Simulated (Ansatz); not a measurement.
# GeH4O + HCl: a complex and its separated parts, part 1 of 2

The complex below is one end of an elementary step. How strongly is it bound against its free parts?

The runs use Ansatz 0.2.0, Gaussian basis; PBE0-D4/def2-TZVP structures, single points in def2-TZVPP, no counterpoise correction.

Levels: SPW92, PBE-D4, BLYP-D4, r2SCAN-D4, B97M-V, PBE0-D4, B3LYP-D4, r2SCAN0-D4, BHLYP-D4, CAM-B3LYP-D4, wB97X-V, wB97M-V, B2PLYP, PBE-QIDH, RPA on PBE, Hartree-Fock, MP2, CCSD, CCSD(T).

Cores are frozen in the correlated methods. Filled d shells of the heavier atoms are correlated. B3LYP uses VWN-RPA correlation. B2PLYP carries no dispersion term here.

94 further runs of the same task are left out: 94 set aside as unsound or not needed.

## (1) Starting geometry

The complex: 8 atoms, charge 0, spin multiplicity 1.

Atoms are counted from 1 here; the program's logs count them from 0.

Bond lengths: Ge1–O2 1.802 Å, Ge1–H3 1.537 Å, Ge1–H4 1.527 Å, Ge1–H5 1.536 Å, O2–H8 0.960 Å, H6–Cl7 1.311 Å. Angles: O2–Ge1–H3 108.8°, O2–Ge1–H4 103.5°, O2–Ge1–H5 108.1°, H3–Ge1–H4 112.6°, H3–Ge1–H5 110.9°, H4–Ge1–H5 112.6°, Ge1–O2–H8 113.9°.

Geometry (Å):

```xyz
8
charge 0, multiplicity 1
Ge   -0.68016   -0.72162    0.58332
O     0.20459    0.81472    0.26138
H    -1.88648   -0.80499   -0.36466
H     0.36475   -1.79910    0.30126
H    -1.13618   -0.70990    2.05033
H     1.33558    0.84654   -1.06239
Cl    2.14205    0.77432   -2.09347
H    -0.34405    1.60003    0.32423
```

Its parts: GeH4O holds atoms 1, 2, 3, 4, 5, 8; HCl holds atoms 6, 7. Each part counts its atoms afresh in its own runs.

## (2) Relaxing GeH4O alone

File relax-a/in.yaml:

```yaml
crystal:
  periodic: [false, false, false]
  atoms:
    - {symbol: Ge, position_ang: [-0.680163, -0.721617, 0.583321]}
    - {symbol: O, position_ang: [0.204591, 0.814718, 0.261378]}
    - {symbol: H, position_ang: [-1.886485, -0.804994, -0.364660]}
    - {symbol: H, position_ang: [0.364750, -1.799099, 0.301258]}
    - {symbol: H, position_ang: [-1.136177, -0.709901, 2.050333]}
    - {symbol: H, position_ang: [-0.344049, 1.600032, 0.324232]}
basis:
  gaussian: {orbitals: def2-TZVP}
hamiltonian: {xc: pbe0, dispersion: d4}
relax: {f_tol: 0.005, max_steps: 200}
```

Run with:

```
$ ansatz run in.yaml --threads 4 --pin off --events-out ev --progress --plain --max-ram 9574MiB
```

What it wrote, shortened:

```text
Functional definition: PBE0
  name "PBE0"
  cite "Adamo & Barone, J. Chem. Phys. 110, 6158 (1999) doi:10.1063/1.478522"
  cite "Perdew, Burke & Ernzerhof, Phys. Rev. Lett. 77, 3865 (1996) doi:10.1103/PhysRevLett.77.3865"
  parent pbe
[...]
728 factors; their error is unknown
[...]
mean field -58622.17547207 eV, -2154.3252130608 hartree, gradient 3.6e-5 eV, S^2 0.000000; 0 other end points of the search recorded, 0 dependent functions left out
[...]
reference -58622.17549743 eV, -2154.3252139929 hartree; 22, 22 occupied and 81, 81 virtual orbitals, 728 factors
[...]
reference -58622.18581765 eV, -2154.3255932538 hartree; 22, 22 occupied and 81, 81 virtual orbitals, 728 factors
Total energy: -58622.24069331 eV, -2154.3276098974 hartree
Atom 0 at    -0.671144    -0.697806     0.575380 Å, force    -0.000015    -0.000098     0.000099 eV/Å
Atom 1 at     0.205424     0.815794     0.229815 Å, force     0.000037    -0.000092    -0.000095 eV/Å
Atom 2 at    -1.888295    -0.825593    -0.361126 Å, force     0.000047    -0.000052    -0.000008 eV/Å
Atom 3 at     0.357539    -1.800018     0.310032 Å, force    -0.000011     0.000025    -0.000072 eV/Å
Atom 4 at    -1.142791    -0.708650     2.042439 Å, force    -0.000038     0.000079    -0.000021 eV/Å
Atom 5 at    -0.338267     1.595412     0.359321 Å, force    -0.000020     0.000138     0.000097 eV/Å
Dipole moment:    -0.294975     0.015265     0.090365 e Å
```

Wall time 6.5 s (4 threads of Arm Neoverse V1, shared host).

Step by step:

| step | energy from step 1 (eV) | largest force component (eV/Å) |
| --- | --- | --- |
| 1 | 0.0000 | 0.6552 |
| 2 | -0.0088 | 0.1855 |
| 3 | -0.0103 | 0.0254 |
| 4 | -0.0103 | 0.0072 |
| 5 | -0.0104 | 0.0029 |
| 6 | -0.0104 | 0.0057 |
| 7 | -0.0103 | 0.0386 |
| 8 | -0.0104 | 0.0001 |

Distances of close pairs at the start and the end, largest changes first:

| bond | before (Å) | after (Å) | change (Å) |
| --- | --- | --- | --- |
| Ge1–O2 | 1.802 | 1.783 | -0.019 |
| Ge1–H5 | 1.536 | 1.541 | +0.005 |
| Ge1–H3 | 1.537 | 1.541 | +0.005 |
| Ge1–H4 | 1.527 | 1.531 | +0.004 |
| O2–H6 | 0.960 | 0.959 | -0.001 |

## (3) Relaxing HCl alone

File relax-b/in.yaml:

```yaml
crystal:
  periodic: [false, false, false]
  atoms:
    - {symbol: H, position_ang: [1.335581, 0.846538, -1.062388]}
    - {symbol: Cl, position_ang: [2.142053, 0.774321, -2.093473]}
basis:
  gaussian: {orbitals: def2-TZVP}
hamiltonian: {xc: pbe0, dispersion: d4}
relax: {f_tol: 0.005, max_steps: 200}
```

Run with:

```
$ ansatz run in.yaml --threads 4 --pin off --events-out ev --progress --plain --max-ram 9574MiB
```

What it wrote, shortened:

```text
[... 5 set-up lines as earlier in the session ...]
[...]
312 factors; their error is unknown
[...]
mean field -12535.30065224 eV, -460.6638022378 hartree, gradient 4.3e-5 eV, S^2 0.000000; 0 other end points of the search recorded, 0 dependent functions left out
[...]
reference -12535.31647365 eV, -460.6643836639 hartree; 9, 9 occupied and 34, 34 virtual orbitals, 312 factors
Total energy: -12535.32105160 eV, -460.6645519006 hartree
Atom 0 at     1.345449     0.845654    -1.075004 Å, force     0.001177    -0.000105    -0.001505 eV/Å
Atom 1 at     2.132185     0.775205    -2.080857 Å, force    -0.001177     0.000105     0.001505 eV/Å
Dipole moment:    -0.161556     0.014467     0.206551 e Å
```

Wall time 0.65 s (4 threads of Arm Neoverse V1, shared host).

Along the way:

| step | energy from step 1 (eV) | largest force component (eV/Å) |
| --- | --- | --- |
| 1 | 0.0000 | 0.7502 |
| 2 | -0.0133 | 0.3076 |
| 3 | -0.0158 | 0.0168 |
| 4 | -0.0158 | 0.0015 |

The bond:

| bond | before (Å) | after (Å) | change (Å) |
| --- | --- | --- | --- |
| H1–Cl2 | 1.311 | 1.279 | -0.032 |

## (4) SPW92/def2-TZVPP

File parta/in.yaml:

```yaml
crystal:
  periodic: [false, false, false]
  atoms:
    - {symbol: Ge, position_ang: [-0.671144, -0.697806, 0.575380]}
    - {symbol: O, position_ang: [0.205424, 0.815794, 0.229815]}
    - {symbol: H, position_ang: [-1.888295, -0.825593, -0.361126]}
    - {symbol: H, position_ang: [0.357539, -1.800018, 0.310032]}
    - {symbol: H, position_ang: [-1.142791, -0.708650, 2.042439]}
    - {symbol: H, position_ang: [-0.338267, 1.595412, 0.359321]}
basis:
  gaussian: {orbitals: def2-TZVPP}
hamiltonian: {xc: lda}
```

File partb/in.yaml:

```yaml
crystal:
  periodic: [false, false, false]
  atoms:
    - {symbol: H, position_ang: [1.345449, 0.845654, -1.075004]}
    - {symbol: Cl, position_ang: [2.132185, 0.775205, -2.080857]}
basis:
  gaussian: {orbitals: def2-TZVPP}
hamiltonian: {xc: lda}
```

One command serves all of them, each in its own folder.

Run with:

```
$ ansatz run in.yaml --threads 4 --pin off --events-out ev --progress --plain --max-ram 9574MiB
```

Log of parta, shortened:

```text
Functional definition: SPW92
  name "SPW92"
  cite "Dirac, Proc. Camb. Phil. Soc. 26, 376 (1930) doi:10.1017/S0305004100016108"
  cite "Slater, Phys. Rev. 81, 385 (1951) doi:10.1103/PhysRev.81.385"
  cite "Perdew & Wang, Phys. Rev. B 45, 13244 (1992) doi:10.1103/PhysRevB.45.13244"
[...]
745 factors; their error is unknown
[...]
mean field -58529.99134305 eV, -2150.9375088039 hartree, gradient 8.7e-5 eV, S^2 0.000000; 0 other end points of the search recorded, 0 dependent functions left out
reference -58529.99137435 eV, -2150.9375099544 hartree; 22, 22 occupied and 113, 113 virtual orbitals, 745 factors
Total energy: -58529.99137435 eV, -2150.9375099544 hartree
```

Output in partb, shortened:

```text
[... 5 set-up lines as earlier in the session ...]
[...]
353 factors; their error is unknown
[...]
mean field -12498.56390441 eV, -459.3137516561 hartree, gradient 5.7e-5 eV, S^2 0.000000; 0 other end points of the search recorded, 0 dependent functions left out
reference -12498.56392382 eV, -459.3137523693 hartree; 9, 9 occupied and 47, 47 virtual orbitals, 353 factors
Total energy: -12498.56392382 eV, -459.3137523693 hartree
```

They took 0.4 s (parta), 0.15 s (partb) on 4 threads of Arm Neoverse V1, shared host.

## (5) PBE-D4/def2-TZVPP

The same edit goes into each in.yaml of step 4 (parta, partb):

```diff
-hamiltonian: {xc: lda}
+hamiltonian: {xc: pbe, dispersion: d4}
```

One command serves all of them, each in its own folder.

Run with:

```
$ ansatz run in.yaml --threads 4 --pin off --events-out ev --progress --plain --max-ram 9574MiB
```

parta printed, shortened:

```text
Functional definition: PBE
  name "PBE"
[... 2 set-up lines as earlier in the session ...]
[...]
745 factors; their error is unknown
[...]
mean field -58620.67441097 eV, -2154.2700500831 hartree, gradient 6.6e-5 eV, S^2 0.000000; 0 other end points of the search recorded, 0 dependent functions left out
reference -58620.67444438 eV, -2154.2700513107 hartree; 22, 22 occupied and 113, 113 virtual orbitals, 745 factors
Total energy: -58620.74087340 eV, -2154.2724925321 hartree
```

Output in partb, shortened:

```text
[... 4 set-up lines as earlier in the session ...]
[...]
353 factors; their error is unknown
[...]
mean field -12534.30965072 eV, -460.6273836035 hartree, gradient 8.1e-5 eV, S^2 0.000000; 0 other end points of the search recorded, 0 dependent functions left out
reference -12534.30967162 eV, -460.6273843719 hartree; 9, 9 occupied and 47, 47 virtual orbitals, 353 factors
Total energy: -12534.31533284 eV, -460.6275924179 hartree
```

Wall times: 0.65 s (parta), 0.15 s (partb) on 4 threads of Arm Neoverse V1, shared host.

## (6) BLYP-D4/def2-TZVPP

Each input of step 5 (parta, partb) changes in the same lines:

```diff
-hamiltonian: {xc: pbe, dispersion: d4}
+hamiltonian: {xc: {name: BLYP}, dispersion: d4}
```

Each run has its own folder and the same command.

Run with:

```
$ ansatz run in.yaml --threads 4 --pin off --events-out ev --progress --plain --max-ram 9574MiB
```

parta printed, shortened:

```text
Functional definition: BLYP
  name "BLYP"
  cite "Becke, Phys. Rev. A 38, 3098 (1988) doi:10.1103/PhysRevA.38.3098"
  cite "Lee, Yang & Parr, Phys. Rev. B 37, 785 (1988) doi:10.1103/PhysRevB.37.785"
[...]
745 factors; their error is unknown
[...]
mean field -58632.66909425 eV, -2154.7108465632 hartree, gradient 1.9e-5 eV, S^2 0.000000; 0 other end points of the search recorded, 0 dependent functions left out
reference -58632.66938313 eV, -2154.7108571795 hartree; 22, 22 occupied and 113, 113 virtual orbitals, 745 factors
Total energy: -58632.81989965 eV, -2154.7163885595 hartree
```

Log of partb, shortened:

```text
[... 4 set-up lines as earlier in the session ...]
[...]
353 factors; their error is unknown
[...]
mean field -12539.38863136 eV, -460.8140326997 hartree, gradient 4.5e-5 eV, S^2 0.000000; 0 other end points of the search recorded, 0 dependent functions left out
reference -12539.38883569 eV, -460.8140402084 hartree; 9, 9 occupied and 47, 47 virtual orbitals, 353 factors
Total energy: -12539.40232497 eV, -460.8145359306 hartree
```

Wall times: 0.7 s (parta), 0.15 s (partb) on 4 threads of Arm Neoverse V1, shared host.

## (7) r2SCAN-D4/def2-TZVPP

The same edit goes into each in.yaml of step 6 (parta, partb):

```diff
-hamiltonian: {xc: {name: BLYP}, dispersion: d4}
+hamiltonian: {xc: r2scan, dispersion: d4}
```

The same command starts each run, in its folder.

Run with:

```
$ ansatz run in.yaml --threads 4 --pin off --events-out ev --progress --plain --max-ram 9574MiB
```

parta printed, shortened:

```text
Functional definition: r2SCAN
  name "r2SCAN"
  cite "Furness, Kaplan, Ning, Perdew & Sun, J. Phys. Chem. Lett. 11, 8208 (2020) doi:10.1021/acs.jpclett.0c02405"
  cite "Furness, Kaplan, Ning, Perdew & Sun, J. Phys. Chem. Lett. 11, 9248 (2020) doi:10.1021/acs.jpclett.0c03077"
  parent r2scan
[...]
745 factors; their error is unknown
[...]
mean field -58630.37546433 eV, -2154.6265572184 hartree, gradient 3.9e-5 eV, S^2 0.000000; 0 other end points of the search recorded, 0 dependent functions left out
reference -58630.37547367 eV, -2154.6265575616 hartree; 22, 22 occupied and 113, 113 virtual orbitals, 745 factors
Total energy: -58630.39043958 eV, -2154.6271075485 hartree
```

Output in partb, shortened:

```text
[... 5 set-up lines as earlier in the session ...]
[...]
353 factors; their error is unknown
[...]
mean field -12538.62224972 eV, -460.7858686936 hartree, gradient 3.2e-5 eV, S^2 0.000000; 0 other end points of the search recorded, 0 dependent functions left out
reference -12538.62225504 eV, -460.7858688895 hartree; 9, 9 occupied and 47, 47 virtual orbitals, 353 factors
Total energy: -12538.62352101 eV, -460.7859154128 hartree
```

Wall times: 1.4 s (parta), 0.5 s (partb) on 4 threads of Arm Neoverse V1, shared host.

## (8) B97M-V/def2-TZVPP

Each input of step 7 (parta, partb) changes in the same lines:

```diff
-hamiltonian: {xc: r2scan, dispersion: d4}
+hamiltonian: {xc: {name: B97M-V}}
```

One command serves all of them, each in its own folder.

Run with:

```
$ ansatz run in.yaml --threads 4 --pin off --events-out ev --progress --plain --max-ram 9574MiB
```

parta printed, shortened:

```text
Functional definition: B97M-V
  name "B97M-V"
  cite "Mardirossian & Head-Gordon, J. Chem. Phys. 142, 074111 (2015) doi:10.1063/1.4907719"
  cite "Becke, J. Chem. Phys. 107, 8554 (1997) doi:10.1063/1.475007"
  cite "Vydrov & Van Voorhis, J. Chem. Phys. 133, 244103 (2010) doi:10.1063/1.3521275"
  # Of w^i u^j: cxij and so on, Table III.
[...]
  gx(w, u) = cx00 + cx01*u + cx02*u^2 + (cx10 + cx11*u)*w
[...]
  gos(w, u) = cos00 + cos01*u + cos03*u^3 + cos10*w + cos32*w^3*u^2
[...]
      + integral(e_c_pw_mod_opposite_spin*gos(b97_w_opposite, b97_u_opposite)) + vv10(b, c)
745 factors; their error is unknown
[...]
mean field -58620.55766894 eV, -2154.2657598925 hartree, gradient 4.6e-5 eV, S^2 0.000000; 0 other end points of the search recorded, 0 dependent functions left out
reference -58620.55771666 eV, -2154.2657616461 hartree; 22, 22 occupied and 113, 113 virtual orbitals, 745 factors
Total energy: -58620.55771666 eV, -2154.2657616461 hartree
```

partb printed, shortened:

```text
[... 5 set-up lines as earlier in the session ...]
  # Of w^i u^j: cxij and so on, Table III.
[...]
  gx(w, u) = cx00 + cx01*u + cx02*u^2 + (cx10 + cx11*u)*w
[...]
  gos(w, u) = cos00 + cos01*u + cos03*u^3 + cos10*w + cos32*w^3*u^2
[...]
      + integral(e_c_pw_mod_opposite_spin*gos(b97_w_opposite, b97_u_opposite)) + vv10(b, c)
353 factors; their error is unknown
[...]
mean field -12536.22646948 eV, -460.6978253939 hartree, gradient 1.2e-5 eV, S^2 0.000000; 0 other end points of the search recorded, 0 dependent functions left out
reference -12536.22649761 eV, -460.6978264276 hartree; 9, 9 occupied and 47, 47 virtual orbitals, 353 factors
Total energy: -12536.22649761 eV, -460.6978264276 hartree
```

Times: 2.7 s (parta), 0.45 s (partb) on 4 threads of Arm Neoverse V1, shared host.

## (9) PBE0-D4/def2-TZVPP

The same edit goes into each in.yaml of step 8 (parta, partb):

```diff
-hamiltonian: {xc: {name: B97M-V}}
+hamiltonian: {xc: pbe0, dispersion: d4}
+output: {orbitals: {seedname: orbitals}}
```

Each run has its own folder and the same command.

Run with:

```
$ ansatz run in.yaml --threads 4 --pin off --events-out ev --progress --plain --max-ram 9574MiB
```

Log of parta, shortened:

```text
[... 5 set-up lines as earlier in the session ...]
[...]
788 factors; their error is unknown
[...]
mean field -58622.25000238 eV, -2154.3279519993 hartree, gradient 1.9e-5 eV, S^2 0.000000; 0 other end points of the search recorded, 0 dependent functions left out
reference -58622.25002772 eV, -2154.3279529304 hartree; 22, 22 occupied and 113, 113 virtual orbitals, 788 factors
Total energy: -58622.30490338 eV, -2154.3299695739 hartree
```

Output in partb, shortened:

```text
[... 5 set-up lines as earlier in the session ...]
[...]
384 factors; their error is unknown
[...]
mean field -12535.34597357 eV, -460.6654677661 hartree, gradient 3.7e-5 eV, S^2 0.000000; 0 other end points of the search recorded, 0 dependent functions left out
reference -12535.34598922 eV, -460.6654683411 hartree; 9, 9 occupied and 47, 47 virtual orbitals, 384 factors
Total energy: -12535.35056717 eV, -460.6656365778 hartree
```

Times: 0.75 s (parta), 0.15 s (partb) on 4 threads of Arm Neoverse V1, shared host.

## (10) B3LYP-D4/def2-TZVPP

Each input of step 9 (parta, partb) changes in the same lines:

```diff
-hamiltonian: {xc: pbe0, dispersion: d4}
-output: {orbitals: {seedname: orbitals}}
+hamiltonian: {xc: {name: B3LYP}, dispersion: d4}
```

Each run has its own folder and the same command.

Run with:

```
$ ansatz run in.yaml --threads 4 --pin off --events-out ev --progress --plain --max-ram 9574MiB
```

Output in parta, shortened:

```text
Functional definition: B3LYP
  name "B3LYP"
  cite "Stephens, Devlin, Chabalowski & Frisch, J. Phys. Chem. 98, 11623 (1994) doi:10.1021/j100096a001"
[... 2 set-up lines as earlier in the session ...]
  cite "Vosko, Wilk & Nusair, Can. J. Phys. 58, 1200 (1980) doi:10.1139/p80-159"
[...]
776 factors; their error is unknown
[...]
mean field -58633.12795252 eV, -2154.7277092937 hartree, gradient 6.1e-5 eV, S^2 0.000000; 0 other end points of the search recorded, 0 dependent functions left out
reference -58633.12817126 eV, -2154.7277173320 hartree; 22, 22 occupied and 113, 113 virtual orbitals, 776 factors
Total energy: -58633.23625069 eV, -2154.7316891780 hartree
```

partb printed, shortened:

```text
[... 6 set-up lines as earlier in the session ...]
[...]
372 factors; their error is unknown
[...]
mean field -12539.99363631 eV, -460.8362662213 hartree, gradient 4.5e-5 eV, S^2 0.000000; 0 other end points of the search recorded, 0 dependent functions left out
reference -12539.99378836 eV, -460.8362718093 hartree; 9, 9 occupied and 47, 47 virtual orbitals, 372 factors
Total energy: -12540.00297508 eV, -460.8366094148 hartree
```

Wall times: 0.8 s (parta), 0.2 s (partb) on 4 threads of Arm Neoverse V1, shared host.

## (11) r2SCAN0-D4/def2-TZVPP

Each input of step 10 (parta, partb) changes in the same lines:

```diff
-hamiltonian: {xc: {name: B3LYP}, dispersion: d4}
+hamiltonian: {xc: {name: r2SCAN0}, dispersion: d4}
```

The same command starts each run, in its folder.

Run with:

```
$ ansatz run in.yaml --threads 4 --pin off --events-out ev --progress --plain --max-ram 9574MiB
```

parta printed, shortened:

```text
Functional definition: r2SCAN0
  name "r2SCAN0"
  cite "Bursch, Neugebauer, Ehlert & Grimme, J. Chem. Phys. 156, 134105 (2022) doi:10.1063/5.0086040"
[... 3 set-up lines as earlier in the session ...]
[...]
788 factors; their error is unknown
[...]
mean field -58629.54488058 eV, -2154.5960338284 hartree, gradient 2.2e-5 eV, S^2 0.000000; 0 other end points of the search recorded, 0 dependent functions left out
reference -58629.54488800 eV, -2154.5960341013 hartree; 22, 22 occupied and 113, 113 virtual orbitals, 788 factors
Total energy: -58629.56246619 eV, -2154.5966800877 hartree
```

Log of partb, shortened:

```text
[... 6 set-up lines as earlier in the session ...]
[...]
384 factors; their error is unknown
[...]
mean field -12538.53745867 eV, -460.7827526803 hartree, gradient 4.5e-6 eV, S^2 0.000000; 0 other end points of the search recorded, 0 dependent functions left out
reference -12538.53746293 eV, -460.7827528366 hartree; 9, 9 occupied and 47, 47 virtual orbitals, 384 factors
Total energy: -12538.53891646 eV, -460.7828062531 hartree
```

Times: 1.6 s (parta), 0.5 s (partb) on 4 threads of Arm Neoverse V1, shared host.

## (12) BHLYP-D4/def2-TZVPP

The same edit goes into each in.yaml of step 11 (parta, partb):

```diff
-hamiltonian: {xc: {name: r2SCAN0}, dispersion: d4}
+hamiltonian: {xc: {name: BHLYP}, dispersion: d4}
```

The same command starts each run, in its folder.

Run with:

```
$ ansatz run in.yaml --threads 4 --pin off --events-out ev --progress --plain --max-ram 9574MiB
```

parta printed, shortened:

```text
Functional definition: BHLYP
  name "BHLYP"
  cite "Becke, J. Chem. Phys. 98, 1372 (1993) doi:10.1063/1.464304"
[... 2 set-up lines as earlier in the session ...]
[...]
873 factors; their error is unknown
[...]
mean field -58630.09265530 eV, -2154.6161641782 hartree, gradient 4.3e-5 eV, S^2 0.000000; 0 other end points of the search recorded, 0 dependent functions left out
reference -58630.09280447 eV, -2154.6161696600 hartree; 22, 22 occupied and 113, 113 virtual orbitals, 873 factors
Total energy: -58630.17328957 eV, -2154.6191274329 hartree
```

partb printed, shortened:

```text
[... 5 set-up lines as earlier in the session ...]
[...]
403 factors; their error is unknown
[...]
mean field -12539.47113348 eV, -460.8170645966 hartree, gradient 2.7e-5 eV, S^2 0.000000; 0 other end points of the search recorded, 0 dependent functions left out
reference -12539.47123698 eV, -460.8170684001 hartree; 9, 9 occupied and 47, 47 virtual orbitals, 403 factors
Total energy: -12539.47728346 eV, -460.8172906040 hartree
```

Times: 0.85 s (parta), 0.2 s (partb) on 4 threads of Arm Neoverse V1, shared host.

## (13) CAM-B3LYP-D4/def2-TZVPP

The same edit goes into each in.yaml of step 12 (parta, partb):

```diff
-hamiltonian: {xc: {name: BHLYP}, dispersion: d4}
+hamiltonian: {xc: {name: CAM-B3LYP}, dispersion: d4}
```

One command serves all of them, each in its own folder.

Run with:

```
$ ansatz run in.yaml --threads 4 --pin off --events-out ev --progress --plain --max-ram 9574MiB
```

parta printed, shortened:

```text
Functional definition: CAM-B3LYP
  name "CAM-B3LYP"
  cite "Yanai, Tew & Handy, Chem. Phys. Lett. 393, 51 (2004) doi:10.1016/j.cplett.2004.06.011"
  cite "Iikura, Tsuneda, Yanai & Hirao, J. Chem. Phys. 115, 3540 (2001) doi:10.1063/1.1383587"
[... 2 set-up lines as earlier in the session ...]
[...]
776 factors; their error is unknown
195 factors; integrals over basis functions are off by at most 1.0e-5 eV
[...]
mean field -58634.33967325 eV, -2154.7722392090 hartree, gradient 2.4e-5 eV, S^2 0.000000; 0 other end points of the search recorded, 0 dependent functions left out
reference -58634.33977979 eV, -2154.7722431245 hartree; 22, 22 occupied and 113, 113 virtual orbitals, 776 factors
Total energy: -58634.39475195 eV, -2154.7742633139 hartree
```

Output in partb, shortened:

```text
[... 6 set-up lines as earlier in the session ...]
[...]
  # Exact exchange under (alpha + beta erf(omega r))/r, Becke's under what is left of 1/r.
[...]
372 factors; their error is unknown
66 factors; integrals over basis functions are off by at most 7.5e-5 eV
[...]
mean field -12539.88293622 eV, -460.8321980682 hartree, gradient 2.6e-5 eV, S^2 0.000000; 0 other end points of the search recorded, 0 dependent functions left out
reference -12539.88301050 eV, -460.8322007977 hartree; 9, 9 occupied and 47, 47 virtual orbitals, 372 factors
Total energy: -12539.88749218 eV, -460.8323654965 hartree
```

Times: 0.95 s (parta), 0.25 s (partb) on 4 threads of Arm Neoverse V1, shared host.

(Continued in part 2 of 2.)
